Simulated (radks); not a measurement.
# Taking charge from the 1s level of Tc in fractions

What happens to E and to the 1s eigenvalue of Tc when a fraction of an electron is removed? The exact functional would give straight lines between whole numbers for a frontier level.

The numbers are computed with radks (a radial shooting solver on a logarithmic mesh, Libxc functionals) version 1 (Dirac Kohn-Sham, LDA (Slater exchange, Perdew-Wang correlation), spin-unpolarised, spherical densities, point nucleus; open shells fill j = l - 1/2 first), except any that are marked as measured or tabulated.

### 1 The system

| Quantity | Value |
| --- | --- |
| element | technetium (Z = 43) |
| charge | 0 |
| electrons | 43 |
| configuration | [Kr] 4d5 5s2 |

### 2 Start: [Kr] 4d5 5s2

Input:

```text
Z 43
configuration [Kr] 4d5 5s2
relativity Dirac
functional lda,pw
spin unpolarised
j_filling energy
nucleus point
c 137.035999084
```

### 3 0.1 electron removed from 1s

Changes since step 2:

```diff
@@ -1,3 +1,3 @@
 Z 43
-configuration [Kr] 4d5 5s2
+configuration 1s1.9 2s2 2p6 3s2 3p6 3d10 4s2 4p6 4d5 5s2
 relativity Dirac
```

### 4 0.2 electron removed from 1s

Input:

```text
Z 43
configuration 1s1.8 2s2 2p6 3s2 3p6 3d10 4s2 4p6 4d5 5s2
relativity Dirac
functional lda,pw
spin unpolarised
j_filling energy
nucleus point
c 137.035999084
```

### 5 0.3 electron removed from 1s

Input:

```text
Z 43
configuration 1s1.7 2s2 2p6 3s2 3p6 3d10 4s2 4p6 4d5 5s2
relativity Dirac
functional lda,pw
spin unpolarised
j_filling energy
nucleus point
c 137.035999084
```

### 6 0.4 electron removed from 1s

Input:

```text
Z 43
configuration 1s1.6 2s2 2p6 3s2 3p6 3d10 4s2 4p6 4d5 5s2
relativity Dirac
functional lda,pw
spin unpolarised
j_filling energy
nucleus point
c 137.035999084
```

### 7 0.5 electron removed from 1s

Input:

```text
Z 43
configuration 1s1.5 2s2 2p6 3s2 3p6 3d10 4s2 4p6 4d5 5s2
relativity Dirac
functional lda,pw
spin unpolarised
j_filling energy
nucleus point
c 137.035999084
```

### 8 0.6 electron removed from 1s

Input:

```text
Z 43
configuration 1s1.4 2s2 2p6 3s2 3p6 3d10 4s2 4p6 4d5 5s2
relativity Dirac
functional lda,pw
spin unpolarised
j_filling energy
nucleus point
c 137.035999084
```

### 9 0.7 electron removed from 1s

Input:

```text
Z 43
configuration 1s1.3 2s2 2p6 3s2 3p6 3d10 4s2 4p6 4d5 5s2
relativity Dirac
functional lda,pw
spin unpolarised
j_filling energy
nucleus point
c 137.035999084
```

### 10 0.8 electron removed from 1s

Input:

```text
Z 43
configuration 1s1.2 2s2 2p6 3s2 3p6 3d10 4s2 4p6 4d5 5s2
relativity Dirac
functional lda,pw
spin unpolarised
j_filling energy
nucleus point
c 137.035999084
```

### 11 0.9 electron removed from 1s

Input:

```text
Z 43
configuration 1s1.1 2s2 2p6 3s2 3p6 3d10 4s2 4p6 4d5 5s2
relativity Dirac
functional lda,pw
spin unpolarised
j_filling energy
nucleus point
c 137.035999084
```

### 12 1 electron removed from 1s

Input:

```text
Z 43
configuration 1s1 2s2 2p6 3s2 3p6 3d10 4s2 4p6 4d5 5s2
relativity Dirac
functional lda,pw
spin unpolarised
j_filling energy
nucleus point
c 137.035999084
```

Before running it: what results should come out? Wanted: for each run, removed; E − E(0); eigenvalue; E minus straight line.

As calculated:

```csv
removed (e),E − E(0) (eV),eigenvalue (eV),E minus straight line (eV)
0,0.000,-20830,0.000
0.1,2085.8,-20886,-25.057
0.2,4177.1,-20942,-44.520
0.3,6274.1,-20997,-58.396
0.4,8376.6,-21053,-66.692
0.5,10484.7,-21109,-69.420
0.6,12598.4,-21164,-66.589
0.7,14717.6,-21220,-58.214
0.8,16842.3,-21275,-44.311
0.9,18972.6,-21330,-24.899
1,21108,-21385,0.000
```

Removing the whole electron costs 21108 eV, against 20830 eV from minus the starting eigenvalue. Slater's transition state, half an electron removed, gives 21109 eV. The trapezoid integral of minus the eigenvalue gives 21108 eV over the range, against 21108 eV from the energies (Janak's theorem). The eigenvalue moves by 555 eV per electron. E bends below the straight line by 69.42 eV at 0.5 electron removed.
